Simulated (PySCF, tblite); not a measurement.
**C₂H₉F₃P₂Si₂: geometry, infrared bands and NMR shifts**

What infrared bands and NMR shifts should C₂H₉F₃P₂Si₂ (`FC(F)(F)C[SiH2]P[SiH2]P`) show?

Computed with tblite 0.8.0 and PySCF 2.14.0, with density-fitted response routines of our own, on a single molecule in the gas phase. Atoms count from 0, in the outputs and in this text.

**1. The starting structure**

18 atoms, charge 0, multiplicity 1; geometry from: force field or distance geometry start.

Bonds of the start (Å): F0–C1 1.38, C1–F2 1.38, C1–F3 1.39, C1–C4 1.53, C4–Si5 1.88, Si5–P6 2.13, P6–Si7 2.13, Si7–P8 2.21, C4–H9 1.11, C4–H10 1.09, Si5–H11 1.48, Si5–H12 1.47, P6–H13 1.41, Si7–H14 1.47, Si7–H15 1.48, P8–H16 1.44, P8–H17 1.46.

**2. Geometry optimisation with GFN2-xTB**

The job: settings as JSON, then the geometry in Å.

```
{"job": {"kind": "relax", "xc": "GFN2-xTB", "basis": "xTB"}, "charge": 0, "multiplicity": 1}
F      3.088200     0.785500    -1.889600
C      3.317900     0.489500    -0.562300
F      4.507300    -0.207700    -0.431200
F      3.382300     1.704300     0.103100
C      2.130000    -0.339900    -0.072100
Si     0.593600     0.720900    -0.294600
P     -1.017400    -0.341800    -1.198600
Si    -2.501500    -1.242100     0.035000
P     -4.102100     0.152500     0.656900
H      2.003600    -1.186600    -0.779100
H      2.289500    -0.654000     0.958300
H      0.318000     1.324700     1.032200
H      0.988100     1.821300    -1.192500
H     -1.153000    -0.337000    -2.602800
H     -1.990000    -1.846000     1.277900
H     -3.173100    -2.338700    -0.695800
H     -3.511800     1.467300     0.705300
H     -5.178500     0.034200    -0.326800
```

Run with:

```console
OMP_NUM_THREADS=1 python probes_run.py task.json out
```

This one command runs all jobs of the session in turn.

**Question.** This job is followed by: GFN2-xTB harmonic vibrations, gas phase; GIAO PBE0/pcSseg-1 NMR shielding, non-relativistic, gas phase. Predict these results of the whole session: strongest single infrared mode (GFN2-xTB); zero-point energy (GFN2-xTB); ¹³C shifts against TMS (PBE0/pcSseg-1); ¹H shifts against TMS (PBE0/pcSseg-1, means over atoms taken as alike); ¹⁹F shifts against CFCl3 (PBE0/pcSseg-1, means over atoms taken as alike); ²⁹Si shifts against TMS (PBE0/pcSseg-1); ³¹P shifts against H3PO4 (PBE0/pcSseg-1).

**Answer**, as computed:

| quantity | value |
| --- | --- |
| strongest single infrared mode (GFN2-xTB) | 1241 cm⁻¹, 332 km/mol |
| zero-point energy (GFN2-xTB) | 63.2 kcal/mol |
| ¹³C shifts against TMS (PBE0/pcSseg-1) | 136.3, 22.5 ppm |
| ¹H shifts against TMS (PBE0/pcSseg-1, means over atoms taken as alike) | 4.70, 4.43, 1.69, 1.34, 0.41 ppm |
| ¹⁹F shifts against CFCl3 (PBE0/pcSseg-1, means over atoms taken as alike) | -72.5 ppm |
| ²⁹Si shifts against TMS (PBE0/pcSseg-1) | -50.8, -56.8 ppm |
| ³¹P shifts against H3PO4 (PBE0/pcSseg-1) | -271.6, -284.8 ppm |

In words: Over 184 steps the energy fell by 1.874 eV; of the close pairs, P6–Si7 changed most, 2.130 to 2.258 Å. The lowest mode is slightly imaginary (7i cm⁻¹), a soft motion within the noise of the Hessian, so the minimum is not strictly shown. The strongest single mode, at 1241 cm⁻¹, is carried by C4, C1, H10, H9. Unscaled tight-binding wavenumbers are off by several per cent, some by more. Its intensities can rank the bands wrongly.
